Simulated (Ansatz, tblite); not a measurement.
# C₁₆H₁₇O₃PS₃: a ladder of methods and basis sets

An exercise on one series of results from a longer session: the logs are not shown, and one member is left open.

Program: Ansatz 0.2.0, Gaussian basis. Level of theory: as each input shows. These are calculated values, not measurements.

The runs, in order: GFN1-xTB, GFN2-xTB, PBE-D4/def2-TZVP, r2SCAN-D4/def2-TZVP, ωB97M-V/def2-TZVP, revPBE-D4/def2-TZVP, r2SCANh-D4/def2-TZVP, PBE+5HF/def2-SVP, PBE+10HF/def2-SVP, PBE+15HF/def2-SVP, PBE+35HF/def2-SVP, PBE+50HF/def2-SVP, PBE-D4/def2-SVP, PBE0-D4/def2-SVP, HF/STO-3G, HF/6-31G, B3LYP-D4/6-31G, MP2/def2-SVP, RPA/def2-SVP.

### The relaxed structure

The geometry is that of the singlet, from an earlier relaxation (r2SCAN-D4/def2-SVP).

SMILES `O=P(O)(O)CCCCc1ccc(-c2ccc(-c3cccs3)s2)s1`, 40 atoms, charge 0, spin multiplicity 1.

Bond lengths: O1–P2 1.488 Å, P2–O3 1.631 Å, P2–O4 1.635 Å, P2–C5 1.802 Å, O3–H24 0.970 Å, O4–H25 0.970 Å, C5–C6 1.532 Å, C5–H26 1.105 Å, C5–H27 1.104 Å, C6–C7 1.526 Å, C6–H28 1.104 Å, C6–H29 1.104 Å, C7–C8 1.537 Å, C7–H30 1.106 Å, C7–H31 1.102 Å, C8–C9 1.496 Å, C8–H32 1.105 Å, C8–H33 1.104 Å and more. Angles: O1–P2–O3 114.4°, O1–P2–O4 112.8°, O1–P2–C5 118.3°, O3–P2–O4 104.4°, O3–P2–C5 101.6°, O4–P2–C5 103.7°, P2–O3–H24 109.7°, P2–O4–H25 108.6°, P2–C5–C6 117.4°, P2–C5–H26 106.0°, P2–C5–H27 104.5°, C6–C5–H26 111.4°, C6–C5–H27 110.4°, H26–C5–H27 106.5°, C5–C6–C7 114.9°, C5–C6–H28 109.0°, C5–C6–H29 107.7°, C7–C6–H28 109.4° and more.

PBE0-D4/def2-TZVP was run before; its log isn't repeated, and its numbers join the tables.

The first run:

Tight binding, by tblite at 300 K electronic temperature and without a spin-polarisation term:

```python
tblite.interface.Calculator('GFN1-xTB', numbers, positions, charge=0, uhf=0).singlepoint()
```

Tight binding, by tblite at 300 K electronic temperature and without a spin-polarisation term:

```python
tblite.interface.Calculator('GFN2-xTB', numbers, positions, charge=0, uhf=0).singlepoint()
```

start.molden holds the orbitals of an earlier run on this state, given as this run's starting guess.

in.yaml reads:

```yaml
crystal:
  periodic: [false, false, false]
  atoms:
    - {symbol: O, position_ang: [-6.556386, 0.761735, -3.149348]}
    - {symbol: P, position_ang: [-5.864847, 0.299263, -1.915042]}
    - {symbol: O, position_ang: [-6.627372, 0.694344, -0.527984]}
    - {symbol: O, position_ang: [-5.712373, -1.326932, -1.846214]}
    - {symbol: C, position_ang: [-4.196416, 0.899728, -1.593354]}
    - {symbol: C, position_ang: [-3.653801, 0.743003, -0.168827]}
    - {symbol: C, position_ang: [-3.505672, -0.699632, 0.307494]}
    - {symbol: C, position_ang: [-2.857932, -0.798604, 1.697393]}
    - {symbol: C, position_ang: [-1.486097, -0.206756, 1.780523]}
    - {symbol: C, position_ang: [-1.041589, 0.851662, 2.546115]}
    - {symbol: C, position_ang: [0.329710, 1.160792, 2.356172]}
    - {symbol: C, position_ang: [0.950395, 0.341221, 1.425495]}
    - {symbol: C, position_ang: [2.321988, 0.378009, 0.979050]}
    - {symbol: C, position_ang: [3.237121, 1.417011, 1.100473]}
    - {symbol: C, position_ang: [4.504399, 1.117297, 0.555970]}
    - {symbol: C, position_ang: [4.584605, -0.156170, 0.005695]}
    - {symbol: C, position_ang: [5.720098, -0.783710, -0.628383]}
    - {symbol: C, position_ang: [7.057451, -0.419000, -0.543592]}
    - {symbol: C, position_ang: [7.912531, -1.251600, -1.310924]}
    - {symbol: C, position_ang: [7.233421, -2.251573, -1.971477]}
    - {symbol: S, position_ang: [5.537956, -2.170191, -1.672781]}
    - {symbol: S, position_ang: [3.065167, -0.991904, 0.194981]}
    - {symbol: S, position_ang: [-0.191477, -0.818056, 0.789672]}
    - {symbol: H, position_ang: [-7.566611, 0.856907, -0.705457]}
    - {symbol: H, position_ang: [-6.245208, -1.718707, -2.555774]}
    - {symbol: H, position_ang: [-3.545199, 0.396070, -2.329920]}
    - {symbol: H, position_ang: [-4.226378, 1.965513, -1.879264]}
    - {symbol: H, position_ang: [-4.310183, 1.294171, 0.527719]}
    - {symbol: H, position_ang: [-2.668280, 1.239302, -0.128821]}
    - {symbol: H, position_ang: [-2.901494, -1.271815, -0.421669]}
    - {symbol: H, position_ang: [-4.488993, -1.196381, 0.340150]}
    - {symbol: H, position_ang: [-2.831850, -1.860142, 2.003502]}
    - {symbol: H, position_ang: [-3.488691, -0.277192, 2.438358]}
    - {symbol: H, position_ang: [-1.697116, 1.384541, 3.239483]}
    - {symbol: H, position_ang: [0.862505, 1.944803, 2.897892]}
    - {symbol: H, position_ang: [2.975626, 2.380263, 1.543528]}
    - {symbol: H, position_ang: [5.338108, 1.821937, 0.528156]}
    - {symbol: H, position_ang: [7.402894, 0.411767, 0.075574]}
    - {symbol: H, position_ang: [8.996162, -1.128014, -1.366528]}
    - {symbol: H, position_ang: [7.633803, -3.032956, -2.618035]}
basis:
  gaussian: {orbitals: def2-TZVP, fitting: {mean_field: def2-universal-jkfit}, initial_orbitals: start.molden}
hamiltonian: {xc: pbe, dispersion: d4}
scf: {omitted_lower_state_checks: [starts]}
output: {orbitals: {seedname: orbitals}}
```

On the command line:

```bash
ansatz run in.yaml --threads 2 --pin off --events-out ev --progress --plain --max-ram 32768MiB --backend cuda --devices 0, --max-vram 18GiB
```

Among the steps run: PBE-D4/def2-TZVP; r2SCAN-D4/def2-TZVP; ωB97M-V/def2-TZVP; revPBE-D4/def2-TZVP; r2SCANh-D4/def2-TZVP; PBE+5HF/def2-SVP; PBE+10HF/def2-SVP; PBE+15HF/def2-SVP; PBE+35HF/def2-SVP; PBE+50HF/def2-SVP; PBE-D4/def2-SVP; PBE0-D4/def2-SVP; HF/STO-3G; HF/6-31G; B3LYP-D4/6-31G; MP2/def2-SVP; RPA/def2-SVP.

One table of the session follows, with a row left open; its other results are not shown here.

It belongs to the step «Binding energy». 

```
               level  binding an atom (eV)
           HF/STO-3G                 3.720
            HF/6-31G                 2.923
         HF/def2-SVP                 3.370
     PBE-D4/def2-SVP                 4.935
    PBE-D4/def2-TZVP                 4.905
 revPBE-D4/def2-TZVP                     ?
 r2SCAN-D4/def2-TZVP                 4.756
r2SCANh-D4/def2-TZVP                 4.718
      B3LYP-D4/6-31G                 4.399
    PBE0-D4/def2-SVP                 4.816
   PBE0-D4/def2-TZVP                 4.788
   ωB97M-V/def2-TZVP                 4.728
        MP2/def2-SVP                 4.594
```

Q: Estimate the row for revPBE-D4/def2-TZVP from the others.

The run gave: binding an atom (eV): 4.778. In the column «binding an atom (eV)» it lies between r2SCAN-D4/def2-TZVP (4.756) and PBE0-D4/def2-TZVP (4.788).

Caveats from the session: Free atoms were run apart at each level; binding is atoms less cluster, divided by the number of atoms, without zero-point or spin-orbit terms.
